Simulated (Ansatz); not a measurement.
**C₄H₁₃GaO₃Si: up Jacob's ladder to CCSD(T)**

An exercise on one series of results from a longer session: the logs are not shown, and one member is left open.

Computed with Ansatz 0.2.0, Gaussian basis. Level: functionals in def2-TZVPP, the program's frozen cores in correlated methods.

Plan: LDA (SPW92), PBE-D4, revPBE-D4, BLYP-D4, r2SCAN-D4, B97M-V, PBE0-D4, B3LYP-D4, r2SCANh-D4, r2SCAN0-D4, HSE06-D4, BHLYP-D4, CAM-B3LYP-D4, LC-ωPBE, ωB97X-V, ωB97M-V, B2PLYP, PBE-QIDH; CCSD(T)/def2-SVP; CCSD(T)/def2-TZVPP; MP2/def2-QZVPP; extrapolation to the limit; RPA on PBE.

## The relaxed structure

An earlier PBE0-D4 in a triple-zeta def2 set relaxation fixed the geometry.

SMILES `C[O][Ga]([O][SiH3])[O]C(C)C`, 22 atoms, charge 0, spin multiplicity 1.

Atoms are counted from 1 here; the program's logs count them from 0.

Bond lengths: C1–O2 1.408 Å, C1–H10 1.097 Å, C1–H11 1.096 Å, C1–H12 1.093 Å, O2–Ga3 1.775 Å, Ga3–O4 1.766 Å, Ga3–O6 1.761 Å, O4–Si5 1.628 Å, Si5–H13 1.490 Å, Si5–H14 1.490 Å, Si5–H15 1.485 Å, O6–C7 1.423 Å, C7–C8 1.514 Å, C7–C9 1.516 Å, C7–H16 1.099 Å, C8–H17 1.091 Å, C8–H18 1.093 Å, C8–H19 1.093 Å and more. Angles: O2–C1–H10 113.0°, O2–C1–H11 111.6°, O2–C1–H12 108.3°, H10–C1–H11 108.0°, H10–C1–H12 107.7°, H11–C1–H12 108.1°, C1–O2–Ga3 123.1°, O2–Ga3–O4 121.5°, O2–Ga3–O6 121.0°, O4–Ga3–O6 117.5°, Ga3–O4–Si5 142.3°, O4–Si5–H13 111.2°, O4–Si5–H14 111.0°, O4–Si5–H15 109.0°, H13–Si5–H14 107.9°, H13–Si5–H15 108.9°, H14–Si5–H15 108.9°, Ga3–O6–C7 122.3° and more.

The first run:

The input, in.yaml:

```yaml
crystal:
  periodic: [false, false, false]
  atoms:
    - {symbol: C, position_ang: [1.075191, 2.634232, -0.872288]}
    - {symbol: O, position_ang: [0.227608, 1.670161, -0.292692]}
    - {symbol: Ga, position_ang: [0.686621, -0.033449, -0.100840]}
    - {symbol: O, position_ang: [2.226173, -0.647734, -0.709734]}
    - {symbol: Si, position_ang: [3.604081, -0.175453, -1.437886]}
    - {symbol: O, position_ang: [-0.375905, -1.171100, 0.721502]}
    - {symbol: C, position_ang: [-1.668353, -0.801967, 1.190007]}
    - {symbol: C, position_ang: [-2.207506, -1.980804, 1.971282]}
    - {symbol: C, position_ang: [-2.573966, -0.415138, 0.037205]}
    - {symbol: H, position_ang: [1.593521, 2.266434, -1.766498]}
    - {symbol: H, position_ang: [1.832414, 2.985727, -0.162178]}
    - {symbol: H, position_ang: [0.466358, 3.492123, -1.170709]}
    - {symbol: H, position_ang: [4.247912, 0.945635, -0.696493]}
    - {symbol: H, position_ang: [3.340706, 0.287319, -2.829758]}
    - {symbol: H, position_ang: [4.544038, -1.324155, -1.483008]}
    - {symbol: H, position_ang: [-1.579182, 0.059293, 1.867600]}
    - {symbol: H, position_ang: [-1.528334, -2.242329, 2.784285]}
    - {symbol: H, position_ang: [-3.187001, -1.748609, 2.395983]}
    - {symbol: H, position_ang: [-2.308350, -2.849769, 1.316239]}
    - {symbol: H, position_ang: [-2.663694, -1.248385, -0.665096]}
    - {symbol: H, position_ang: [-3.573624, -0.158226, 0.396195]}
    - {symbol: H, position_ang: [-2.178726, 0.456203, -0.493138]}
basis:
  gaussian: {orbitals: def2-TZVPP}
hamiltonian: {xc: lda}
output: {orbitals: {seedname: orbitals}}
```

Among the steps run: LDA; PBE-D4 (GGA); revPBE-D4 (GGA); BLYP-D4 (GGA); r2SCAN-D4 (meta-GGA); B97M-V (meta-GGA); PBE0-D4 (hybrid); B3LYP-D4 (hybrid); r2SCANh-D4 (hybrid); r2SCAN0-D4 (hybrid); HSE06-D4 (hybrid); BHLYP-D4 (hybrid); CAM-B3LYP-D4 (range-separated); LC-ωPBE (range-separated); ωB97X-V (range-separated); ωB97M-V (range-separated); B2PLYP (double hybrid); PBE-QIDH (double hybrid).

One of the session's tables, all rows but one given; the rest of the session is left out.

It belongs to the step «Orbital energies across the functionals». 

| functional | HOMO (eV) | gap (eV) |
| --- | --- | --- |
| LDA (SPW92) | -6.59 | 4.39 |
| PBE-D4 | -6.42 | 4.53 |
| revPBE-D4 | -6.35 | 4.62 |
| BLYP-D4 | -6.33 | 4.50 |
| r2SCAN-D4 | -6.73 | 5.15 |
| B97M-V | -6.88 | 5.05 |
| PBE0-D4 | -7.94 | 7.01 |
| B3LYP-D4 | -7.71 | 6.47 |
| r2SCANh-D4 | -7.30 | 6.06 |
| r2SCAN0-D4 | -8.17 | 7.42 |
| HSE06-D4 | -7.53 | 6.24 |
| BHLYP-D4 | ? | ? |
| CAM-B3LYP-D4 | -9.39 | 9.42 |
| LC-ωPBE | -10.71 | 12.09 |
| ωB97X-V | -10.40 | 11.52 |
| ωB97M-V | -10.35 | 11.19 |

Estimate the missing values for BHLYP-D4.

Worked estimate for «HOMO (eV)». Against the share of exact exchange, BLYP-D4 (0, -6.33), B3LYP-D4 (0.2, -7.71) give a slope of -6.90 per unit share; at 0.5 the line stands at -9.78.

The run gave: HOMO (eV): -9.42; gap (eV): 9.37. In «HOMO (eV)» the line misses by -0.36.
